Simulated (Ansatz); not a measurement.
# BFGeH4, SMILES [BH2][GeH2][F]: a short molecular-dynamics run

With the Ansatz DFT code, driven from Python.

Run as a notebook:

**Cell 1**
```python
import ansatz as az
import numpy as np
```

**Cell 2**
```python
mol = (
    az.Crystal.molecule()
    .atom('B', (-0.9191, 0.195, -0.6957))
    .atom('Ge', (0.6336, -0.127, 0.4594))
    .atom('F', (0.6722, -1.8347, 0.8301))
    .atom('H', (-1.6084, -0.6356, -1.0247))
    .atom('H', (-1.1892, 1.332, -1.0946))
    .atom('H', (0.5179, 0.7114, 1.7691))
    .atom('H', (1.9542, 0.2909, -0.2894))
)
```

**Cell 3**
```python
calculation = (
    mol.calculation()
    .basis(gaussian='def2-SVP')
    .functional('PBE')
    .md('nvt_langevin', timestep=0.5, steps=40, temperature=200, initial_velocities='maxwell_boltzmann', seed=63, friction=0.02)
)
frames = []
calculation.session().plan().execute(on_event=lambda e: frames.append(e['data']) if e['event'] == 'md_step' else None)
print('t (fs)   E_pot (eV)      E_kin (eV)   T (K)   d(0-1) (A)')
for f in frames[::1]:
    xyz = np.array(f['positions_ang'])
    print(f'{f["time_fs"]:6.2f} {f["lagrangian_ev"]:14.5f} {f["e_kin_ev"]:10.5f} {f["temperature_k"]:8.1f} {np.linalg.norm(xyz[0] - xyz[1]):9.4f}')
print('mean temperature', round(float(np.mean([f['temperature_k'] for f in frames])), 1), 'K')
```
Output:
```text
t (fs)   E_pot (eV)      E_kin (eV)   T (K)   d(0-1) (A)
  0.00   -59953.43800    0.15511    171.4    1.9618
  0.50   -59953.43451    0.15907    175.8    1.9646
  1.00   -59953.44706    0.18844    208.3    1.9679
  1.50   -59953.47188    0.20624    227.9    1.9717
  2.00   -59953.49987    0.23421    258.8    1.9758
  2.50   -59953.52362    0.24753    273.6    1.9804
  3.00   -59953.53827    0.26899    297.3    1.9855
  3.50   -59953.54392    0.27252    301.2    1.9914
  4.00   -59953.54085    0.28957    320.0    1.9979
  4.50   -59953.52934    0.28610    316.2    2.0050
  5.00   -59953.51344    0.26012    287.5    2.0123
  5.50   -59953.49901    0.25185    278.3    2.0198
  6.00   -59953.48926    0.23039    254.6    2.0272
  6.50   -59953.48654    0.23013    254.3    2.0345
  7.00   -59953.49199    0.23662    261.5    2.0420
  7.50   -59953.50374    0.23674    261.6    2.0492
  8.00   -59953.51968    0.27646    305.5    2.0565
  8.50   -59953.53799    0.29301    323.8    2.0639
  9.00   -59953.55536    0.34102    376.9    2.0714
  9.50   -59953.56845    0.37158    410.7    2.0790
 10.00   -59953.57451    0.36602    404.5    2.0864
 10.50   -59953.56944    0.34875    385.4    2.0932
 11.00   -59953.55194    0.32026    353.9    2.0998
 11.50   -59953.52534    0.31171    344.5    2.1065
 12.00   -59953.49638    0.27078    299.3    2.1133
 12.50   -59953.47472    0.24995    276.2    2.1196
 13.00   -59953.46918    0.22641    250.2    2.1255
 13.50   -59953.47757    0.20980    231.9    2.1312
 14.00   -59953.49262    0.22815    252.2    2.1363
 14.50   -59953.51174    0.23669    261.6    2.1413
 15.00   -59953.53153    0.25746    284.5    2.1459
 15.50   -59953.54547    0.28693    317.1    2.1500
 16.00   -59953.54736    0.31071    343.4    2.1540
 16.50   -59953.53583    0.26338    291.1    2.1580
 17.00   -59953.51426    0.25459    281.4    2.1619
 17.50   -59953.48472    0.24072    266.0    2.1657
 18.00   -59953.45267    0.19575    216.3    2.1694
 18.50   -59953.42419    0.15752    174.1    2.1727
 19.00   -59953.40536    0.14800    163.6    2.1759
 19.50   -59953.39887    0.15369    169.9    2.1792
 20.00   -59953.40295    0.17370    192.0    2.1828
mean temperature 276.2 K
```

Notes:
- Total energies depend on the basis set; only differences at equal settings carry meaning.
- The trajectory is only some femtoseconds long, so its temperature is not equilibrated; where the script doesn't relax first, it starts from a rough generated geometry.
- The printed temperature counts all 3N degrees of freedom under Langevin dynamics, so the first row lies under the target.
- Run time: 73 s on 1 thread of Arm Neoverse V2, on a shared host, peak memory 0.21 GiB.

(Lines on the test bed's own set-up are left out of the output.)
